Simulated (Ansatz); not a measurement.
# AlGaPH (singlet): from Hartree-Fock to the top rungs, cc-pVTZ

One table from this session's results is given with a row withheld; the runs are named, their logs left out.

The runs use Ansatz 0.2.0, Gaussian basis; cc-pVTZ, core rule «outside noble gas», up to 24 orbitals frozen.

The runs, in order: UHF; CCSD(T) on RHF; BCCD(T) on RHF; CCSDT(Q) on RHF.

2 further runs of the same task are left out: 2 set aside as unsound or not needed. Runs told in other sessions of the task aren't counted.

## The geometry

The geometry is a PBE0/def2-TZVP stationary point (not a proven minimum). No spin-orbit coupling is included. The filled d shell of Ga may be among the frozen orbitals whatever the setting's name suggests.

4 atoms, charge 0, spin multiplicity 1.

Atoms are counted from 1 here; the program's logs count them from 0.

Bond lengths: Ga1–P3 2.369 Å, Al2–P3 2.109 Å, Al2–H4 1.579 Å. Angles: P3–Al2–H4 176.8°, Ga1–P3–Al2 94.6°.

The first run:

File in.yaml:

```yaml
crystal:
  periodic: [false, false, false]
  atoms:
    - {symbol: Ga, position_ang: [0.000000, 0.230226, 1.196497]}
    - {symbol: Al, position_ang: [0.000000, 0.578079, -2.081776]}
    - {symbol: P, position_ang: [0.000000, -1.079166, -0.778166]}
    - {symbol: H, position_ang: [0.000000, 1.762314, -3.126240]}
basis:
  gaussian: {orbitals: cc-pVTZ}
magnetization: {spin_polarized: true, initial_magnetization: 0}
hamiltonian: {xc: hf}
output: {orbitals: {seedname: orbitals}}
```

Started as:

```
> ansatz run in.yaml --threads 1 --pin off --events-out ev --progress --plain --max-ram 4096MiB --backend cpu
```

Steps of the session up to this table: UHF; CCSD(T) on RHF; BCCD(T) on RHF; CCSDT(Q) on RHF.

One of the session's tables, all rows but one given; the rest of the session is left out.

| method | from RCCSDT(Q) (kJ/mol) |
| --- | --- |
| RHF | +845.2 |
| RMP2 | +129.0 |
| RCCSD | +57.7 |
| RCCSD(T) | ? |
| BCCD(T) | +6.9 |
| RCCSDT | +4.8 |
| RCCSDT(Q) | 0 |

**Question.** Estimate the row for RCCSD(T).

As computed: from RCCSDT(Q) (kJ/mol): +7.2. In the column «from RCCSDT(Q) (kJ/mol)» it lies between BCCD(T) (+6.9) and RCCSD (+57.7).

With the free atoms at the same levels and basis (separate runs), the atomisation energy is 8.145 eV at RCCSDT(Q), 8.115 eV at RCCSD(T), 4.988 eV at RHF.
